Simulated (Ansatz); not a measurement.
I need a comparison of functionals at one structure of TcN₂, space group Fm-3m. Use Ansatz 0.2.0, Python API. Settings (first run): BLYP, PAW, cutoff 630 eV, 10×10×10 k-points, Methfessel-Paxton smearing of 0.1 eV. The script varies functional: blyp, pbesol, revpbe.

The script reads `tcn2.xyz`:
```text
3
Lattice="0.0 2.444549 2.444549 2.444549 0.0 2.444549 2.444549 2.444549 0.0" Properties=species:S:1:pos:R:3 pbc="T T T"
Tc    0.00000000    0.00000000    0.00000000
N     3.66682350    3.66682350    3.66682350
N     1.22227450    1.22227450    1.22227450
```

The script, `tcn2.py`:
```python
"""One structure of TcN2 under several functionals."""

import csv
import warnings

import ansatz as az

warnings.simplefilter("ignore", az.DeckWarning)

tcn2 = az.Crystal.from_extxyz("tcn2.xyz")

model = (
    tcn2.calculation()
    .kpoints(10, 10, 10)
    .occupations(az.OccupationsMethod.METHFESSEL_PAXTON, width=0.1)
    .basis(630)
    .accuracy("medium")
    .stress()
)

rows = []
for value in ["blyp", "pbesol", "revpbe"]:
    rep = model.functional(value).run().report
    rows.append((value, rep["free_energy_ev"] / len(rep["lattice"]["sites"]), rep["n_iterations"], sum(rep["stress_gpa"][i][i] for i in range(3)) / 3, rep["n_kpoints"]))

with open("xc.csv", "w", newline="") as handle:
    writer = csv.writer(handle)
    writer.writerow(["functional", "F/atom (eV)", "iterations", "P (GPa)", "k-points"])
    writer.writerows([round(v, 5) if isinstance(v, float) else v for v in row] for row in rows)
print(open("xc.csv").read())
```

```console
$ python tcn2.py
functional,F/atom (eV),iterations,P (GPa),k-points
blyp,-2059.93164,8,7.18142,47
pbesol,-2030.87569,8,-13.98096,47
revpbe,-2056.91863,8,-1.41925,47
```

From lowest to highest: PBEsol (-14.0 GPa), revPBE (-1.4 GPa) and BLYP (7.2 GPa). At a fixed cell a lower pressure usually means a smaller equilibrium volume, so PBEsol prefers the smallest cell and BLYP the largest.

Notes:
- Spin is left out of this run.
- BLYP can be off by several per cent in the lattices of metals, and by several GPa in the pressure at a fixed cell.
- The mesh is modest for a metal, so energies can be off by several to tens of meV an atom and pressures by half a GPa or more; differences at equal mesh fare better.
- Pressure is positive in compression.
- This cell is a computed structure, which may not be the phase found in nature.
- Total energies of different functionals can't be compared; pressures, moments and gaps at this one structure can.
- Cost: about 6 core-seconds.

(Lines on the test bed's own set-up are left out of the output.)
